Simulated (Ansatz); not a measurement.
# CH₅AlFNO: one species, many methods

An exercise on one series of results from a longer session: the logs are not shown, and one member is left open.

Method: functionals in def2-TZVPP, the program's frozen cores in correlated methods; program: Ansatz 0.2.0, Gaussian basis.

Levels to be run: PBE-D4, r2SCAN-D4, PBE0-D4, B3LYP-D4, ωB97X-V, ωB97M-V, B2PLYP; CCSD(T)/def2-TZVPP; MP2/def2-QZVPP; extrapolation to the limit.

### Structure used throughout

All runs share one geometry, relaxed beforehand with PBE0-D4 in a triple-zeta def2 set.

10 atoms, charge 0, spin multiplicity 1.

Atoms are counted from 1 here; the program's logs count them from 0.

Bond lengths: O1–C2 1.456 Å, O1–Al5 2.015 Å, O1–H6 0.965 Å, C2–F3 1.399 Å, C2–N4 1.365 Å, C2–H7 1.094 Å, N4–Al5 1.853 Å, N4–H8 1.004 Å, Al5–H9 1.588 Å, Al5–H10 1.587 Å. Angles: C2–O1–Al5 89.2°, C2–O1–H6 109.4°, Al5–O1–H6 124.2°, O1–C2–F3 104.1°, O1–C2–N4 102.3°, O1–C2–H7 109.9°, F3–C2–N4 116.0°, F3–C2–H7 104.7°, N4–C2–H7 118.9°, C2–N4–Al5 99.1°, C2–N4–H8 116.7°, Al5–N4–H8 138.6°, O1–Al5–N4 69.1°, O1–Al5–H9 105.5°, O1–Al5–H10 111.3°, N4–Al5–H9 119.5°, N4–Al5–H10 117.4°, H9–Al5–H10 119.9°.

Set-up of the first run:

File in.yaml:

```yaml
crystal:
  periodic: [false, false, false]
  atoms:
    - {symbol: O, position_ang: [-0.572562, 0.705315, -0.678861]}
    - {symbol: C, position_ang: [-0.391738, 0.591265, 0.760950]}
    - {symbol: F, position_ang: [-1.653679, 0.213126, 1.233278]}
    - {symbol: N, position_ang: [0.589853, -0.352065, 0.857008]}
    - {symbol: Al, position_ang: [0.741755, -0.799872, -0.934524]}
    - {symbol: H, position_ang: [-1.512226, 0.647117, -0.890253]}
    - {symbol: H, position_ang: [-0.219196, 1.581278, 1.194375]}
    - {symbol: H, position_ang: [1.168331, -0.319301, 1.676619]}
    - {symbol: H, position_ang: [-0.108244, -2.010129, -1.514234]}
    - {symbol: H, position_ang: [2.040907, -0.307837, -1.701557]}
basis:
  gaussian: {orbitals: def2-TZVPP}
hamiltonian: {xc: pbe, dispersion: d4}
output: {forces: true, orbitals: {seedname: orbitals}}
```

Run with:

```console
$ ansatz run in.yaml --threads 4 --pin off --events-out ev --progress --plain --max-ram 10444MiB
```

Steps of the session up to this table: PBE-D4 (GGA); r2SCAN-D4 (meta-GGA); PBE0-D4 (hybrid); B3LYP-D4 (hybrid); ωB97X-V (range-separated); ωB97M-V (range-separated); B2PLYP (double hybrid); CCSD(T) in def2-TZVPP; MP2 in def2-QZVPP.

One table of the session follows, with a row left open; its other results are not shown here.

```
            method  atomisation energy (kJ/mol)
            PBE-D4                       3578.0
         r2SCAN-D4                            ?
           PBE0-D4                       3483.5
          B3LYP-D4                       3490.9
           ωB97X-V                       3520.0
           ωB97M-V                       3518.5
            B2PLYP                       3456.0
     HF/def2-TZVPP                       2390.1
    MP2/def2-TZVPP                       3477.2
   CCSD/def2-TZVPP                       3336.2
CCSD(T)/def2-TZVPP                       3397.2
           MP2/CBS                       3585.4
       CCSD(T)/CBS                       3505.3
```

**Question.** Estimate the row for r2SCAN-D4.

As computed: atomisation energy (kJ/mol): 3504.5. In the column «atomisation energy (kJ/mol)» it lies between B3LYP-D4 (3490.9) and CCSD(T)/CBS (3505.3).
